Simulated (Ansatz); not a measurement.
# C3H9InO: ionisation energy by level of theory

How much energy removes an electron from C3H9InO at fixed geometry? The cation is run at each level and the neutral's energy taken from earlier runs.

The runs use Ansatz 0.2.0, Gaussian basis; unrestricted cation, the program's frozen cores in correlated methods.

Plan: UKS PBE-D4/def2-TZVPP; UKS r2SCAN-D4/def2-TZVPP; UKS PBE0-D4/def2-TZVPP; UKS B3LYP-D4/def2-TZVPP; UKS wB97X-V/def2-TZVPP; UKS wB97M-V/def2-TZVPP; UKS B2PLYP/def2-TZVPP; UHF-CCSD(T)/def2-TZVPP; UHF-MP2/def2-QZVPP; extrapolation to the limit; then −ε(HOMO) from the neutral's earlier runs with LDA (SPW92), PBE-D4, revPBE-D4, BLYP-D4, r2SCAN-D4, B97M-V, PBE0-D4, B3LYP-D4, r2SCANh-D4, r2SCAN0-D4, HSE06-D4, BHLYP-D4, CAM-B3LYP-D4, LC-ωPBE, ωB97X-V, ωB97M-V.

**1. The relaxed structure**

All runs share one geometry, relaxed beforehand with PBE0-D4 in a triple-zeta def2 set. In takes the def2 core potential; no spin-orbit term is included.

SMILES `CC[O][InH][CH3]`, 14 atoms, charge 0, spin multiplicity 1.

Atoms are counted from 1 here; the program's logs count them from 0.

Bond lengths: C1–C2 1.517 Å, C1–H6 1.092 Å, C1–H7 1.094 Å, C1–H8 1.095 Å, C2–O3 1.398 Å, C2–H9 1.099 Å, C2–H10 1.103 Å, O3–In4 2.000 Å, In4–C5 2.141 Å, In4–H11 1.708 Å, C5–H12 1.090 Å, C5–H13 1.090 Å, C5–H14 1.092 Å. Angles: C2–C1–H6 110.2°, C2–C1–H7 111.2°, C2–C1–H8 110.8°, H6–C1–H7 108.6°, H6–C1–H8 108.1°, H7–C1–H8 107.8°, C1–C2–O3 112.4°, C1–C2–H9 109.1°, C1–C2–H10 108.9°, O3–C2–H9 108.0°, O3–C2–H10 112.2°, H9–C2–H10 106.0°, C2–O3–In4 123.0°, O3–In4–C5 113.7°, O3–In4–H11 109.8°, C5–In4–H11 136.5°, In4–C5–H12 109.8°, In4–C5–H13 111.1° and more.

**2. Cation, UKS PBE-D4/def2-TZVPP**

in.yaml reads:

```yaml
crystal:
  periodic: [false, false, false]
  atoms:
    - {symbol: C, position_ang: [0.437912, 1.587112, -1.046253]}
    - {symbol: C, position_ang: [-0.698293, 0.596886, -1.214491]}
    - {symbol: O, position_ang: [-1.483605, 0.487984, -0.063326]}
    - {symbol: In, position_ang: [-0.964301, -0.638516, 1.505756]}
    - {symbol: C, position_ang: [0.825561, -1.771918, 1.195212]}
    - {symbol: H, position_ang: [0.048035, 2.562541, -0.746607]}
    - {symbol: H, position_ang: [0.999691, 1.707874, -1.977190]}
    - {symbol: H, position_ang: [1.137198, 1.248388, -0.274091]}
    - {symbol: H, position_ang: [-1.346260, 0.929349, -2.037559]}
    - {symbol: H, position_ang: [-0.282114, -0.375455, -1.527943]}
    - {symbol: H, position_ang: [-2.107583, -0.447794, 2.759944]}
    - {symbol: H, position_ang: [1.022381, -1.866807, 0.126999]}
    - {symbol: H, position_ang: [0.743562, -2.764137, 1.639473]}
    - {symbol: H, position_ang: [1.667825, -1.255518, 1.660086]}
basis:
  gaussian: {orbitals: def2-TZVPP}
total_charge: 1
magnetization: {spin_polarized: true, initial_magnetization: 1}
hamiltonian: {xc: pbe, dispersion: d4}
```

On the command line:

```bash
$ ansatz run in.yaml --threads 2 --pin off --events-out ev --progress --plain --max-ram 22528MiB --backend cuda --devices 0, --max-vram 18GiB
```

The runs that follow: Cation, UKS r2SCAN-D4/def2-TZVPP; Cation, UKS PBE0-D4/def2-TZVPP; Cation, UKS B3LYP-D4/def2-TZVPP; Cation, UKS wB97X-V/def2-TZVPP; Cation, UKS wB97M-V/def2-TZVPP; Cation, UKS B2PLYP (frozen core)/def2-TZVPP; Cation, UHF-CCSD(T)/def2-TZVPP; Cation, UHF-MP2/def2-QZVPP.

**Question.** What will the summary of the whole plan be? Wanted: ionisation energy, CCSD(T)/CBS; nearest functional by difference; nearest −ε(HOMO); −ε(HOMO) of PBE; T1 of the cation.

**Answer**, as computed:

| quantity | value |
| --- | --- |
| ionisation energy, CCSD(T)/CBS | 9.43 eV |
| nearest functional by difference | B2PLYP (-0.20 eV) |
| nearest −ε(HOMO) | ωB97M-V (+0.02 eV) |
| −ε(HOMO) of PBE | 5.75 eV |
| T1 of the cation | 0.023 |

In words: Energy differences with functionals land within 0.66 eV of the reference. The PBE orbital energy is 3.7 eV too small: a semilocal HOMO is no ionisation energy. Among orbital estimates ωB97M-V comes nearest. Hartree-Fock falls 1.71 eV short, as the neutral has more correlation energy than the cation. Correlated methods include outer-core shells of In, which these sets cover unevenly. With outer-core shells in play the reference is unsure by up to some tenths of an eV, so close misses can't be ranked.
